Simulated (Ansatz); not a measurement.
# HfN: the cost of one run

Program: Ansatz 0.2.0. Level of theory: DFT LDA, scalar-relativistic, plane waves, PAW. These are calculated values, not measurements.

### 1 The structure to begin with

It takes space group Fm-3m (No. 225, cubic). The conventional cell has a = 4.512 Å, b = 4.512 Å, c = 4.512 Å, α = 90.00°, β = 90.00°, γ = 90.00°. Hf (site symmetry m-3m) is surrounded by 6 N at 2.26 Å. Around N (site symmetry m-3m) lie 6 Hf at 2.26 Å.

Structure file:

```cif
data_structure
_symmetry_space_group_name_H-M 'Fm-3m'
_symmetry_Int_Tables_number 225
_cell_length_a 4.5120
_cell_length_b 4.5120
_cell_length_c 4.5120
_cell_angle_alpha 90.000
_cell_angle_beta 90.000
_cell_angle_gamma 90.000
_cell_volume 91.86
loop_
_atom_site_label
_atom_site_type_symbol
_atom_site_symmetry_multiplicity
_atom_site_Wyckoff_symbol
_atom_site_fract_x
_atom_site_fract_y
_atom_site_fract_z
_atom_site_occupancy
Hf1 Hf 4 a 0.00000 0.00000 0.00000 1
N1 N 4 b 0.50000 0.00000 0.00000 1
```

Source of the structure: the Crystallography Open Database.

(A quick probe on a coarse mesh, which set the mesh and smearing, is not shown.)

### 3 Rough relaxation on the coarse mesh

Contents of input.yaml:

```yaml
crystal:
  lattice:
    - [0.0, 2.256, 2.256]
    - [2.256, 0.0, 2.256]
    - [2.256, 2.256, 0.0]
  atoms:
    - { symbol: Hf, position: [0.0, 0.0, 0.0] }
    - { symbol: "N", position: [0.5, 0.5, 0.5] }
basis:
  ecutwfc: 420
kpoints:
  mp_grid: { grid: [8, 8, 8] }
hamiltonian:
  xc: lda
scf:
  occupations: { method: gaussian, width: 0.1 }
output:
  forces: true
  stress: true
  eigenvalues: true
relax:
  adjacent_minimum: "off"
  f_tol: 0.05
  max_steps: 80
  cell: { stress_tol: 0.5 }
```

On the command line:

```bash
$ ansatz run input.yaml --threads 1 --pin off --max-ram 2560MiB --backend cpu --events-out ev --progress --plain --runs-dir out
```

**Question.** How long does this run take on 1 thread of AMD EPYC 7R13 (Zen 3), shared host, and how much memory does it need?

About 3.1 s, with a peak of 0.35 GiB.
